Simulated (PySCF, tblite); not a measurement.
# C3H13B3Si: geometry, infrared bands and NMR shifts

Aim: predict the infrared bands and NMR shifts of C3H13B3Si (`BCB(B)[SiH](C)C`).

Programs: tblite 0.8.0 and PySCF 2.14.0, with density-fitted response routines of our own. Each step states its level of theory. These are calculated values for one molecule in the gas phase, unless marked as measured. Atoms are numbered from 0 throughout.

## Step 1: The starting structure

20 atoms, charge 0, multiplicity 1; geometry from: force field or distance geometry start.

Bonds of the start (Å): B0–C1 1.61, C1–B2 1.58, B2–B3 1.67, B2–Si4 1.95, Si4–C5 1.88, Si4–C6 1.86, B0–H7 1.18, B0–H8 1.18, C1–H9 1.10, C1–H10 1.11, B3–H11 1.18, B3–H12 1.18, Si4–H13 1.46, C5–H14 1.10, C5–H15 1.11, C5–H16 1.11, C6–H17 1.11, C6–H18 1.11, C6–H19 1.12.

## Step 2: Geometry optimisation with GFN2-xTB

What the job is given:

```
{"job": {"kind": "relax", "xc": "GFN2-xTB", "basis": "xTB"}, "charge": 0, "multiplicity": 1}
B      2.839500    -0.753600     0.913600
C      2.105000     0.451900     0.149500
B      0.702300    -0.025300    -0.396100
B      0.591200    -1.020600    -1.727100
Si    -0.944600     0.597000     0.453700
C     -1.979900     1.533700    -0.799300
C     -1.906900    -0.864800     1.077500
H      2.335800    -1.235700     1.870400
H      3.877600    -1.156000     0.529900
H      2.739300     0.796900    -0.677500
H      1.972600     1.283000     0.873000
H      1.572900    -1.413500    -2.245200
H     -0.468800    -1.364200    -2.117100
H     -0.606700     1.484600     1.568100
H     -2.239400     0.872500    -1.638900
H     -1.400200     2.402700    -1.165400
H     -2.902900     1.897100    -0.305700
H     -2.170100    -1.539900     0.233800
H     -2.837100    -0.510600     1.579200
H     -1.284600    -1.424400     1.820500
```

Command:

```sh
$ OMP_NUM_THREADS=1 python probes_run.py task.json out
```

The driver reads the jobs from task.json and runs them one after another.

**Question.** This job is followed by: GFN2-xTB harmonic vibrations, gas phase; GIAO PBE0/pcSseg-1 NMR shielding, non-relativistic, gas phase. What will the session give for the following? strongest single infrared mode (GFN2-xTB); zero-point energy (GFN2-xTB); 13C shifts against TMS (PBE0/pcSseg-1, means over atoms taken as alike); 1H shifts against TMS (PBE0/pcSseg-1, means over atoms taken as alike); 11B shifts against BF3·OEt2 (PBE0/pcSseg-1); 29Si shifts against TMS (PBE0/pcSseg-1).

The runs gave:

| quantity | value |
| --- | --- |
| strongest single infrared mode (GFN2-xTB) | 2058 cm⁻¹, 392 km/mol |
| zero-point energy (GFN2-xTB) | 95.5 kcal/mol |
| 13C shifts against TMS (PBE0/pcSseg-1, means over atoms taken as alike) | 67.4, -1.5 ppm |
| 1H shifts against TMS (PBE0/pcSseg-1, means over atoms taken as alike) | 9.79, 8.09, 4.56, 4.51, 0.14 ppm |
| 11B shifts against BF3·OEt2 (PBE0/pcSseg-1) | 124.8, 101.7, 87.9 ppm |
| 29Si shifts against TMS (PBE0/pcSseg-1) | -32.4 ppm |

What this shows: The optimisation took 118 steps and gained 0.822 eV; among the close pairs (by a distance rule), B2–B3 changed most, from 1.666 to 1.602 Å. The lowest mode is slightly imaginary (13i cm⁻¹), a soft motion within the noise of the Hessian, so the minimum is not strictly shown. The strongest single mode, at 2058 cm⁻¹, moves mainly H13. Unscaled tight-binding wavenumbers are off by several per cent, some by more. Its intensities can rank the bands wrongly.
